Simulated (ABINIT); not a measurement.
A run of ABINIT 10.8.3 (patched build) is set up as follows.

File run.abi:

```
pp_dirpath "./"
pseudos "Ge.upf, Ga.upf"

acell 3*1.0
rprim
     0.0000000000     6.4008179684     6.4008179684
     6.4008179684     0.0000000000     6.4008179684
     6.4008179684     6.4008179684     0.0000000000
ntypat 2
znucl 32 31
natom 4
typat 1 1 1 2
xred
     0.5000000000     0.5000000000     0.5000000000
     0.7500000000     0.7500000000     0.7500000000
     0.2500000000     0.2500000000     0.2500000000
     0.0000000000     0.0000000000     0.0000000000

ecut 40.0

kptopt 1
ngkpt 7 7 7
nshiftk 1
shiftk 0.0 0.0 0.0

ixc -116133

nband 33
occopt 3
tsmear 0.00183747

nstep 100
tolvrs 1.0e-10

iomode 3
prtwf 0
prteig 0
prtebands 0
enunit 2
prtden 1
prtvha 1
prtvclmb 1
prtpot 1
prtelf 1
```

Potentials or basis: PseudoDojo NC SR PBEsol v0.4.1 standard.

Command:

```bash
$ abinit run.abi > log 2>&1
```

**Question.** What does it give for the band gap on the k mesh?

**Answer.** None (metal or under the smearing width).

**Question.** Predict the pressure.

**Answer.** -3.9 GPa.

Caveat: the highest band is partly filled, so the run has too few bands.
